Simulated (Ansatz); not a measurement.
# CH6AlFOSi: a ladder of functionals and wavefunction methods

An exercise on one series of results from a longer session: the logs are not shown, and one member is left open.

Program: Ansatz 0.2.0, Gaussian basis. Level of theory: functionals in def2-TZVPP, the program's frozen cores in correlated methods. These are calculated values, not measurements.

Levels to be run: PBE-D4, r2SCAN-D4, PBE0-D4, B3LYP-D4, ωB97X-V, ωB97M-V, B2PLYP; CCSD(T)/def2-TZVPP; MP2/def2-QZVPP; extrapolation to the limit.

**The geometry**

All runs share one geometry, relaxed beforehand with PBE0-D4 in a triple-zeta def2 set.

11 atoms, charge 0, spin multiplicity 1.

Atoms are counted from 1 here; the program's logs count them from 0.

Bond lengths: O1–Si2 1.658 Å, O1–H6 0.957 Å, Si2–Al3 2.480 Å, Si2–C4 1.899 Å, Si2–H7 1.489 Å, Al3–H8 1.590 Å, Al3–H9 1.593 Å, C4–F5 1.390 Å, C4–H10 1.097 Å, C4–H11 1.098 Å. Angles: Si2–O1–H6 117.9°, O1–Si2–Al3 112.9°, O1–Si2–C4 112.1°, O1–Si2–H7 104.7°, Al3–Si2–C4 109.4°, Al3–Si2–H7 111.2°, C4–Si2–H7 106.2°, Si2–Al3–H8 121.5°, Si2–Al3–H9 119.8°, H8–Al3–H9 118.7°, Si2–C4–F5 112.0°, Si2–C4–H10 111.8°, Si2–C4–H11 109.6°, F5–C4–H10 107.7°, F5–C4–H11 108.1°, H10–C4–H11 107.4°.

The first run:

Input file in.yaml:

```yaml
crystal:
  periodic: [false, false, false]
  atoms:
    - {symbol: O, position_ang: [-0.945816, 1.536155, 0.989647]}
    - {symbol: Si, position_ang: [0.224516, 0.600375, 0.280940]}
    - {symbol: Al, position_ang: [0.450150, -1.631216, 1.339651]}
    - {symbol: C, position_ang: [-0.062643, 0.388785, -1.584403]}
    - {symbol: F, position_ang: [-0.040127, 1.605897, -2.254844]}
    - {symbol: H, position_ang: [-1.763427, 1.110326, 1.247779]}
    - {symbol: H, position_ang: [1.478037, 1.391755, 0.420695]}
    - {symbol: H, position_ang: [1.674913, -2.588779, 1.006659]}
    - {symbol: H, position_ang: [-0.648781, -2.128367, 2.379606]}
    - {symbol: H, position_ang: [-1.025348, -0.092111, -1.796885]}
    - {symbol: H, position_ang: [0.723725, -0.249718, -2.008445]}
basis:
  gaussian: {orbitals: def2-TZVPP}
hamiltonian: {xc: pbe, dispersion: d4}
output: {forces: true, orbitals: {seedname: orbitals}}
```

Launch:

```
$ ansatz run in.yaml --threads 4 --pin off --events-out ev --progress --plain --max-ram 10444MiB
```

Steps of the session up to this table: PBE-D4 (GGA); r2SCAN-D4 (meta-GGA); PBE0-D4 (hybrid); B3LYP-D4 (hybrid); ωB97X-V (range-separated); ωB97M-V (range-separated); B2PLYP (double hybrid); CCSD(T) in def2-TZVPP; MP2 in def2-QZVPP.

One table of the session follows, with a row left open; its other results are not shown here.

| method | atomisation energy (kcal/mol) |
| --- | --- |
| PBE-D4 | 870.9 |
| r2SCAN-D4 | 864.4 |
| PBE0-D4 | ? |
| B3LYP-D4 | 860.1 |
| ωB97X-V | 868.0 |
| ωB97M-V | 864.0 |
| B2PLYP | 850.9 |
| HF/def2-TZVPP | 625.3 |
| MP2/def2-TZVPP | 852.3 |
| CCSD/def2-TZVPP | 829.2 |
| CCSD(T)/def2-TZVPP | 840.7 |
| MP2/CBS | 877.4 |
| CCSD(T)/CBS | 865.8 |

Q: Estimate the row for PBE0-D4 from the others.

**Answer.** atomisation energy (kcal/mol): 855.6. In the column «atomisation energy (kcal/mol)» it lies between MP2/def2-TZVPP (852.3) and B3LYP-D4 (860.1).

To keep in mind: Free atoms (1 O, 1 Si, 1 Al, 1 C, 1 F, 6 H) were run apart at each level; the atomisation energy is their sum less the molecule, without zero-point or spin-orbit terms.
